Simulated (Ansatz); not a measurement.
**C₂H₈N₂Si: basis-set convergence**

Aim: see how fast density functionals converge with the basis set for C₂H₈N₂Si.

Computed with Ansatz 0.2.0, Gaussian basis. Level: one geometry, several basis sets.

The runs, in order: PBE0-D4/def2-SVP; ωB97M-V/def2-SVP; PBE0-D4/def2-QZVPP; ωB97M-V/def2-QZVPP; the functionals' def2-TZVPP values are taken from earlier runs.

**1. Structure used throughout**

The geometry comes from an earlier relaxation with PBE0-D4 in a triple-zeta def2 set; it is a stationary point, not always the lowest conformer.

SMILES `N=C([SiH3])CN`, 13 atoms, charge 0, spin multiplicity 1.

Atoms are counted from 1 here; the program's logs count them from 0.

Bond lengths: N1–C2 1.268 Å, N1–H6 1.030 Å, C2–Si3 1.893 Å, C2–C4 1.519 Å, Si3–H7 1.490 Å, Si3–H8 1.490 Å, Si3–H9 1.480 Å, C4–N5 1.446 Å, C4–H10 1.101 Å, C4–H11 1.096 Å, N5–H12 1.011 Å, N5–H13 1.009 Å. Angles: C2–N1–H6 108.5°, N1–C2–Si3 117.6°, N1–C2–C4 123.4°, Si3–C2–C4 118.9°, C2–Si3–H7 109.3°, C2–Si3–H8 109.6°, C2–Si3–H9 110.0°, H7–Si3–H8 107.2°, H7–Si3–H9 110.3°, H8–Si3–H9 110.4°, C2–C4–N5 111.9°, C2–C4–H10 108.4°, C2–C4–H11 107.3°, N5–C4–H10 114.2°, N5–C4–H11 109.1°, H10–C4–H11 105.5°, C4–N5–H12 111.7°, C4–N5–H13 111.9° and more.

**2. PBE0-D4 in def2-SVP**

File in.yaml:

```yaml
crystal:
  periodic: [false, false, false]
  atoms:
    - {symbol: N, position_ang: [-1.423158, 0.009900, 1.004689]}
    - {symbol: C, position_ang: [-0.335537, -0.252982, 0.407730]}
    - {symbol: Si, position_ang: [0.706624, -1.686367, 1.073726]}
    - {symbol: C, position_ang: [0.167766, 0.524511, -0.795825]}
    - {symbol: N, position_ang: [-0.636808, 1.697805, -1.056448]}
    - {symbol: H, position_ang: [-1.873448, 0.804646, 0.529676]}
    - {symbol: H, position_ang: [1.968201, -1.149740, 1.656020]}
    - {symbol: H, position_ang: [1.088809, -2.589575, -0.048275]}
    - {symbol: H, position_ang: [-0.056071, -2.433073, 2.098680]}
    - {symbol: H, position_ang: [1.238683, 0.734882, -0.650097]}
    - {symbol: H, position_ang: [0.116425, -0.145955, -1.661203]}
    - {symbol: H, position_ang: [-0.325960, 2.491633, -0.513005]}
    - {symbol: H, position_ang: [-0.615226, 1.959517, -2.030770]}
basis:
  gaussian: {orbitals: def2-SVP}
hamiltonian: {xc: pbe0, dispersion: d4}
output: {orbitals: {seedname: orbitals}}
```

Command:

```sh
$ ansatz run in.yaml --threads 4 --pin off --events-out ev --progress --plain --max-ram 10444MiB
```

Further steps of the session: ωB97M-V in def2-SVP; PBE0-D4 in def2-QZVPP; ωB97M-V in def2-QZVPP.

Q: Predict the results of all the runs planned. Wanted: PBE0-D4: double and triple zeta above quadruple; ωB97M-V: double and triple zeta above quadruple.

**Answer**, as computed:

| quantity | value |
| --- | --- |
| PBE0-D4: double and triple zeta above quadruple | 9.20, 0.57 eV |
| ωB97M-V: double and triple zeta above quadruple | 9.46, 0.53 eV |

**Reading.** PBE0-D4 gains 8.63 eV from double to triple zeta, then 0.57 eV more. Total energies overstate the basis error of differences, where much of it tends to cancel. The LUMO of ωB97M-V is positive and keeps falling with the basis (2.12 to 1.41 eV): an unbound level that the basis holds in place.
